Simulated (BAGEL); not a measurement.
# C3H10Si (SMILES C[SiH](C)C), step by step

We compute the energy (HF/cc-pVDZ), then a single-point energy (NEVPT2(2,2)/cc-pVDZ) of C3H10Si. 

The calculation is run with BAGEL 1.2.2.

1 further run of the same task is left out (set aside as unsound or not needed).

### Step 1. The structure to begin with

The species is C3H10Si (14 atoms), meant as a singlet with charge 0. SMILES: `C[SiH](C)C`. One bond was lengthened or shortened from a relaxed shape.

Bond lengths: C1–Si2 1.874 Å, Si2–C3 1.874 Å, Si2–C4 1.874 Å, C1–H5 1.093 Å, C1–H6 1.257 Å, C1–H7 1.094 Å, Si2–H8 1.494 Å, C3–H9 1.094 Å, C3–H10 1.093 Å, C3–H11 1.093 Å, C4–H12 1.093 Å, C4–H13 1.094 Å, C4–H14 1.093 Å. Some angles: C1–Si2–C3 110.3°, C1–Si2–C4 110.3°, C3–Si2–C4 110.3°, C1–Si2–H8 108.6°, C3–Si2–H8 108.6°, C4–Si2–H8 108.6°, Si2–C1–H5 111.2°, Si2–C1–H6 111.1°, Si2–C1–H7 110.9°, Si2–C3–H9 110.9°.

### Step 2. The energy at HF/cc-pVDZ (density fitting with svp-jkfit) (run 1)

input.json reads:

```json
{ "bagel" : [

{
  "title" : "molecule",
  "basis" : "cc-pvdz.json",
  "df_basis" : "svp-jkfit",
  "geometry" : [
    { "atom" : "C", "xyz" : [ -1.75450299,  1.75787993, -2.06297433 ] },
    { "atom" : "Si", "xyz" : [ -0.58665225, -0.31552757,  0.55864273 ] },
    { "atom" : "C", "xyz" : [  2.39571352,  1.00482407,  1.93606410 ] },
    { "atom" : "C", "xyz" : [ -0.04335599, -3.60761945, -0.62527069 ] },
    { "atom" : "H", "xyz" : [ -3.51440493,  1.02957948, -2.86138361 ] },
    { "atom" : "H", "xyz" : [ -2.16543717,  3.96596822, -1.29087192 ] },
    { "atom" : "H", "xyz" : [ -0.36517635,  1.86880686, -3.58892817 ] },
    { "atom" : "H", "xyz" : [ -2.55329023, -0.39999833,  2.58348427 ] },
    { "atom" : "H", "xyz" : [  3.88784127,  1.09817654,  0.50932087 ] },
    { "atom" : "H", "xyz" : [  3.08055027, -0.16793996,  3.49206459 ] },
    { "atom" : "H", "xyz" : [  2.09789269,  2.91344746,  2.66644325 ] },
    { "atom" : "H", "xyz" : [ -1.77717971, -4.41509943, -1.40421580 ] },
    { "atom" : "H", "xyz" : [  1.38943436, -3.62765055, -2.11456385 ] },
    { "atom" : "H", "xyz" : [  0.60519802, -4.84803568,  0.89331322 ] }
  ]
},
{ "title" : "hf" },
{ "title" : "print", "file" : "orbitals.molden", "orbitals" : true }

]}
```

The basis set cc-pVDZ is read from a file made from the Basis Set Exchange's data (not shown).

On the command line:

```console
BAGEL_NUM_THREADS=1 BAGEL input.json > input.out
```

The log of the run:

```text
* using 1 threads per process

  ===============================================================
  ===============================================================

  *** Geometry ***

  { "atom" : "C", "xyz" : [     -1.754503,      1.757880,     -2.062974 ] },
  { "atom" : "Si", "xyz" : [     -0.586652,     -0.315528,      0.558643 ] },
  { "atom" : "C", "xyz" : [      2.395714,      1.004824,      1.936064 ] },
  { "atom" : "C", "xyz" : [     -0.043356,     -3.607619,     -0.625271 ] },
  { "atom" : "H", "xyz" : [     -3.514405,      1.029579,     -2.861384 ] },
  { "atom" : "H", "xyz" : [     -2.165437,      3.965968,     -1.290872 ] },
  { "atom" : "H", "xyz" : [     -0.365176,      1.868807,     -3.588928 ] },
  { "atom" : "H", "xyz" : [     -2.553290,     -0.399998,      2.583484 ] },
  { "atom" : "H", "xyz" : [      3.887841,      1.098177,      0.509321 ] },
  { "atom" : "H", "xyz" : [      3.080550,     -0.167940,      3.492065 ] },
  { "atom" : "H", "xyz" : [      2.097893,      2.913447,      2.666443 ] },
  { "atom" : "H", "xyz" : [     -1.777180,     -4.415099,     -1.404216 ] },
  { "atom" : "H", "xyz" : [      1.389434,     -3.627651,     -2.114564 ] },
  { "atom" : "H", "xyz" : [      0.605198,     -4.848036,      0.893313 ] },

  Number of auxiliary basis functions:      533

  Since a DF basis is specified, we compute 2- and 3-index integrals:
    o Being stored without compression. Storage requirement is 0.052 GB

  Number of basis functions:      110
  Number of electrons      :       42

    * METHOD: MOLECULE                             0.34

  *** RHF ***

  === Nuclear Repulsion ===
   174.7087321719

      * DIIS with orbital gradients will be used.

  === RHF iteration (cc-pvdz.json) ===
      0       -408.13597895          0.01455498           0.11
      1       -408.33781896          0.00618190           0.12
      2       -408.37266818          0.00137000           0.11
      3       -408.37482750          0.00012155           0.11
      4       -408.37484713          0.00003658           0.11
      5       -408.37484909          0.00001019           0.11
      6       -408.37484921          0.00000290           0.11
      7       -408.37484922          0.00000057           0.11
      8       -408.37484922          0.00000021           0.11
      9       -408.37484922          0.00000006           0.11
     10       -408.37484922          0.00000002           0.11
     11       -408.37484922          0.00000000           0.11
    * SCF iteration converged.

    * Permanent dipole moment:
           (   -0.169727,     0.054782,     0.170480) a.u.

    * METHOD: HF                                   1.62

    * METHOD: PRINT                                0.02

  ===============================================================
```

Wall time 2.1 s (1 thread of Arm Neoverse V2, shared host); peak memory 0.17 GiB.

### Step 3. The energy at NEVPT2(2,2)/cc-pVDZ (density fitting with svp-jkfit) (run 2)

calc.json reads:

```json
{ "bagel": [

{
  "title": "molecule",
  "basis": "cc-pvdz.json",
  "df_basis": "svp-jkfit",
  "geometry": [
    { "atom": "C", "xyz": [ -1.75450299,  1.75787993, -2.06297433 ] },
    { "atom": "Si", "xyz": [ -0.58665225, -0.31552757,  0.55864273 ] },
    { "atom": "C", "xyz": [  2.39571352,  1.00482407,  1.93606410 ] },
    { "atom": "C", "xyz": [ -0.04335599, -3.60761945, -0.62527069 ] },
    { "atom": "H", "xyz": [ -3.51440493,  1.02957948, -2.86138361 ] },
    { "atom": "H", "xyz": [ -2.16543717,  3.96596822, -1.29087192 ] },
    { "atom": "H", "xyz": [ -0.36517635,  1.86880686, -3.58892817 ] },
    { "atom": "H", "xyz": [ -2.55329023, -0.39999833,  2.58348427 ] },
    { "atom": "H", "xyz": [  3.88784127,  1.09817654,  0.50932087 ] },
    { "atom": "H", "xyz": [  3.08055027, -0.16793996,  3.49206459 ] },
    { "atom": "H", "xyz": [  2.09789269,  2.91344746,  2.66644325 ] },
    { "atom": "H", "xyz": [ -1.77717971, -4.41509943, -1.40421580 ] },
    { "atom": "H", "xyz": [  1.38943436, -3.62765055, -2.11456385 ] },
    { "atom": "H", "xyz": [  0.60519802, -4.84803568,  0.89331322 ] }
  ]
},
{
  "title": "hf"
},
{
  "title": "casscf",
  "nstate": 1,
  "nact": 2,
  "nclosed": 20,
  "active": [18, 26],
  "maxiter": 200,
  "natocc": true
},
{
  "title": "nevpt2",
  "nstate": 1,
  "nact": 2,
  "nclosed": 20,
  "active": [18, 26],
  "maxiter": 200,
  "natocc": true,
  "ncore": 8
},
{
  "title": "print",
  "file": "orbitals.molden",
  "orbitals": true
}

]}
```

The basis set cc-pVDZ is read from a file made from the Basis Set Exchange's data (not shown).

On the command line:

```console
BAGEL_NUM_THREADS=1 BAGEL calc.json > calc.out
```

The log of the run:

```text
* using 1 threads per process

  ===============================================================
  ===============================================================

  *** Geometry ***

  { "atom" : "C", "xyz" : [     -1.754503,      1.757880,     -2.062974 ] },
  { "atom" : "Si", "xyz" : [     -0.586652,     -0.315528,      0.558643 ] },
  { "atom" : "C", "xyz" : [      2.395714,      1.004824,      1.936064 ] },
  { "atom" : "C", "xyz" : [     -0.043356,     -3.607619,     -0.625271 ] },
  { "atom" : "H", "xyz" : [     -3.514405,      1.029579,     -2.861384 ] },
  { "atom" : "H", "xyz" : [     -2.165437,      3.965968,     -1.290872 ] },
  { "atom" : "H", "xyz" : [     -0.365176,      1.868807,     -3.588928 ] },
  { "atom" : "H", "xyz" : [     -2.553290,     -0.399998,      2.583484 ] },
  { "atom" : "H", "xyz" : [      3.887841,      1.098177,      0.509321 ] },
  { "atom" : "H", "xyz" : [      3.080550,     -0.167940,      3.492065 ] },
  { "atom" : "H", "xyz" : [      2.097893,      2.913447,      2.666443 ] },
  { "atom" : "H", "xyz" : [     -1.777180,     -4.415099,     -1.404216 ] },
  { "atom" : "H", "xyz" : [      1.389434,     -3.627651,     -2.114564 ] },
  { "atom" : "H", "xyz" : [      0.605198,     -4.848036,      0.893313 ] },

  Number of auxiliary basis functions:      533

  Since a DF basis is specified, we compute 2- and 3-index integrals:
    o Being stored without compression. Storage requirement is 0.052 GB

  Number of basis functions:      110
  Number of electrons      :       42

    * METHOD: MOLECULE                             0.34

  *** RHF ***

  === Nuclear Repulsion ===
   174.7087321719

      * DIIS with orbital gradients will be used.

  === RHF iteration (cc-pvdz.json) ===
      0       -408.13597895          0.01455498           0.11
      1       -408.33781896          0.00618190           0.11
      2       -408.37266818          0.00137000           0.11
      3       -408.37482750          0.00012155           0.11
      4       -408.37484713          0.00003658           0.11
      5       -408.37484909          0.00001019           0.11
      6       -408.37484921          0.00000290           0.11
      7       -408.37484922          0.00000057           0.11
      8       -408.37484922          0.00000021           0.11
      9       -408.37484922          0.00000006           0.11
     10       -408.37484922          0.00000002           0.11
     11       -408.37484922          0.00000000           0.11
    * SCF iteration converged.

    * Permanent dipole moment:
           (   -0.169727,     0.054782,     0.170480) a.u.

    * METHOD: HF                                   1.61

  ---------------------------
      CASSCF calculation
  ---------------------------

    ==== Active orbitals : =====
         Orbital 18
         Orbital 26
    ============================

    * nstate   :      1
    * nclosed  :     20
    * nact     :      2
    * nvirt    :     88
  === CASSCF iteration (cc-pvdz.json) ===

    * Using the second-order algorithm

      0  0      -408.37510437     5.59e-05      0.04

      1  0      -408.38369814     8.04e-04      0.48

      2  0      -408.39141372     8.84e-04      0.62

      3  0      -408.39431124     1.58e-04      0.66

      4  0      -408.39440189     3.39e-05      0.62

      5  0      -408.39440379     5.04e-06      0.62

      6  0      -408.39440382     7.09e-07      0.62

      7  0      -408.39440382     1.11e-07      0.66

      8  0      -408.39440382     2.09e-08      0.63

      9  0      -408.39440382     4.71e-09      0.54

    * Second-order optimization converged. *

     guess   0:   closed 1.                   open ..

  === FCI iteration ===

      0  0      -408.37450614     8.18e-02      0.00
      1  0      -408.39440213     5.90e-04      0.00
      2  0 *    -408.39440382     6.67e-16      0.00

     * ci vector, state   0, <S^2> = 0.0000
       2.     0.9926880640
       .2    -0.1207079437

    * METHOD: CASSCF                               5.74

    * freezing 8 orbitals

  === DF-NEVPT2 calculation ===

    * 3-index integral transformation done
    * assembly done

      NEVPT2 correlation energy:   -0.5282491849      0.34

          (+0)     -0.4734130465
          (+0)'    -0.0157460910
          (+1)     -0.0044133151
          (+1)'    -0.0000000000
          (+2)     -0.0002675602
          (-1)     -0.0259487070
          (-1)'     0.0000000000
          (-2)     -0.0084604652

      NEVPT2 total energy:       -408.9226530099

    * METHOD: NEVPT2                               0.57

    * METHOD: PRINT                                0.02

  ===============================================================
```

Run time: 8.4 s. Hardware: 1 thread of Arm Neoverse V2, shared host; peak memory 0.17 GiB.

### Step 4. Results

| quantity | value |
| --- | --- |
| run 1, HF/cc-pVDZ: total energy | -408.37485 Eh |
| run 1, HF/cc-pVDZ: dipole moment | 0.63 D |
| run 1, HF/cc-pVDZ: HOMO energy | -11.61 eV |
| run 1, HF/cc-pVDZ: LUMO energy | 4.50 eV |
| run 1, HF/cc-pVDZ: HOMO–LUMO gap | 16.10 eV |
| run 2, NEVPT2(2,2)/cc-pVDZ: total energy | -408.92265 Eh |
